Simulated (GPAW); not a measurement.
Ti3Ag:

```
CELL_PARAMETERS angstrom
4.09881 0.00000 0.00000
0.00000 4.09881 0.00000
0.00000 0.00000 4.09881
ATOMIC_POSITIONS crystal
Ag 0.00000 0.00000 0.00000
Ti 0.00000 0.50000 0.50000
Ti 0.50000 0.00000 0.50000
Ti 0.50000 0.50000 0.00000
```

The cell comes from a database or a generator and needn't be the stable form of this composition.

- Program: GPAW 26.7.0
- Task: relaxation of cell and atoms
- Functional: PBEsol
- Potentials or basis: PAW data sets generated in the run's folder for this functional
- Cutoff: 600 eV
- Basis: pw
- k mesh: 6 × 6 × 6
- Occupations: fermi-dirac, width 0.05 eV
- Spin: no spin polarisation

At the start: pressure -5.6 GPa; volume 17.22 Å³/atom.

Problem. Where does the relaxation end?

Solution. Over 4 steps the energy falls by 11.6 meV/atom and the volume is 16.41 Å³/atom (-4.7 %); space group Pm-3m (No. 221, to 0.05 Å).

The path:
```tsv
step	energy change (eV)	largest force (eV/Å)	pressure (GPa)	volume (Å³)
1	0.0000	0.0000	-5.59	68.86
2	-0.0128	0.0000	-4.91	68.42
3	-0.0458	0.0000	0.31	65.47
4	-0.0466	0.0000	-0.01	65.63
```

Final structure:
```cif
data_structure
_symmetry_space_group_name_H-M 'P 1'
_symmetry_Int_Tables_number 1
_cell_length_a 4.0337
_cell_length_b 4.0337
_cell_length_c 4.0337
_cell_angle_alpha 90.000
_cell_angle_beta 90.000
_cell_angle_gamma 90.000
_cell_volume 65.63
loop_
_atom_site_label
_atom_site_type_symbol
_atom_site_fract_x
_atom_site_fract_y
_atom_site_fract_z
_atom_site_occupancy
Ag1 Ag 0.00000 0.00000 0.00000 1
Ti1 Ti 0.00000 0.50000 0.50000 1
Ti2 Ti 0.50000 0.00000 0.50000 1
Ti3 Ti 0.50000 0.50000 0.00000 1
```

Caveat: later steps reuse the first step's grids.
